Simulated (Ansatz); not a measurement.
**C2H7AlO: one species, many methods**

One table from this session's results is given with a row withheld; the runs are named, their logs left out.

Method: functionals in def2-TZVPP, the program's frozen cores in correlated methods; program: Ansatz 0.2.0, Gaussian basis.

Plan: LDA (SPW92), PBE-D4, revPBE-D4, BLYP-D4, r2SCAN-D4, B97M-V, PBE0-D4, B3LYP-D4, r2SCANh-D4, r2SCAN0-D4, HSE06-D4, BHLYP-D4, CAM-B3LYP-D4, LC-ωPBE, ωB97X-V, ωB97M-V, B2PLYP, PBE-QIDH; CCSD(T)/def2-SVP; CCSD(T)/def2-TZVPP; MP2/def2-QZVPP; extrapolation to the limit; RPA on PBE.

### The relaxed structure

All runs share one geometry, relaxed beforehand with PBE0-D4 in a triple-zeta def2 set.

11 atoms, charge 0, spin multiplicity 1.

Atoms are counted from 1 here; the program's logs count them from 0.

Bond lengths: C1–C2 1.497 Å, C1–H5 1.094 Å, C1–H6 1.096 Å, C1–H7 1.092 Å, C2–O3 1.537 Å, C2–Al4 1.950 Å, C2–H8 1.091 Å, O3–Al4 1.958 Å, O3–H9 0.961 Å, Al4–H10 1.585 Å, Al4–H11 1.589 Å. Angles: C2–C1–H5 108.5°, C2–C1–H6 112.9°, C2–C1–H7 111.6°, H5–C1–H6 107.9°, H5–C1–H7 107.4°, H6–C1–H7 108.3°, C1–C2–O3 109.0°, C1–C2–Al4 128.4°, C1–C2–H8 112.4°, O3–C2–Al4 67.1°, O3–C2–H8 107.0°, Al4–C2–H8 117.8°, C2–O3–Al4 66.6°, C2–O3–H9 111.1°, Al4–O3–H9 121.2°, C2–Al4–O3 46.3°, C2–Al4–H10 119.8°, C2–Al4–H11 117.0° and more.

The first run:

in.yaml reads:

```yaml
crystal:
  periodic: [false, false, false]
  atoms:
    - {symbol: C, position_ang: [-0.953861, 1.161584, 0.221259]}
    - {symbol: C, position_ang: [-0.440692, -0.236934, 0.074508]}
    - {symbol: O, position_ang: [0.861742, -0.379605, 0.877794]}
    - {symbol: Al, position_ang: [1.051933, -0.871804, -1.008085]}
    - {symbol: H, position_ang: [-1.847442, 1.269569, -0.400232]}
    - {symbol: H, position_ang: [-1.229578, 1.409502, 1.252557]}
    - {symbol: H, position_ang: [-0.224504, 1.896821, -0.125452]}
    - {symbol: H, position_ang: [-1.138783, -0.979744, 0.463307]}
    - {symbol: H, position_ang: [0.775899, -1.050136, 1.561100]}
    - {symbol: H, position_ang: [1.969447, 0.169704, -1.774014]}
    - {symbol: H, position_ang: [1.241140, -2.445858, -1.122044]}
basis:
  gaussian: {orbitals: def2-TZVPP}
hamiltonian: {xc: lda}
output: {orbitals: {seedname: orbitals}}
```

On the command line:

```bash
> ansatz run in.yaml --threads 2 --pin off --events-out ev --progress --plain --max-ram 4352MiB
```

Among the steps run: LDA; PBE-D4 (GGA); revPBE-D4 (GGA); BLYP-D4 (GGA); r2SCAN-D4 (meta-GGA); B97M-V (meta-GGA); PBE0-D4 (hybrid); B3LYP-D4 (hybrid); r2SCANh-D4 (hybrid); r2SCAN0-D4 (hybrid); HSE06-D4 (hybrid); BHLYP-D4 (hybrid); CAM-B3LYP-D4 (range-separated); LC-ωPBE (range-separated); ωB97X-V (range-separated); ωB97M-V (range-separated); B2PLYP (double hybrid); PBE-QIDH (double hybrid).

One of the session's tables, all rows but one given; the rest of the session is left out.

It belongs to the step «Orbital energies across the functionals». 

```
  functional  HOMO (eV)  gap (eV)
 LDA (SPW92)          ?         ?
      PBE-D4      -5.78      4.70
   revPBE-D4      -5.73      4.74
     BLYP-D4      -5.68      4.66
   r2SCAN-D4      -6.01      5.40
      B97M-V      -6.14      5.22
     PBE0-D4      -7.04      6.78
    B3LYP-D4      -6.86      6.34
  r2SCANh-D4      -6.49      6.13
  r2SCAN0-D4      -7.20      7.22
    HSE06-D4      -6.64      6.02
    BHLYP-D4      -8.27      8.73
CAM-B3LYP-D4      -8.45      9.05
     LC-ωPBE      -9.80     11.56
     ωB97X-V      -9.45     11.06
     ωB97M-V      -9.31     10.56
```

**Question.** Estimate the row for LDA (SPW92).

**Answer.** HOMO (eV): -5.88; gap (eV): 4.62. In the column «HOMO (eV)» it lies between r2SCAN-D4 (-6.01) and PBE-D4 (-5.78).
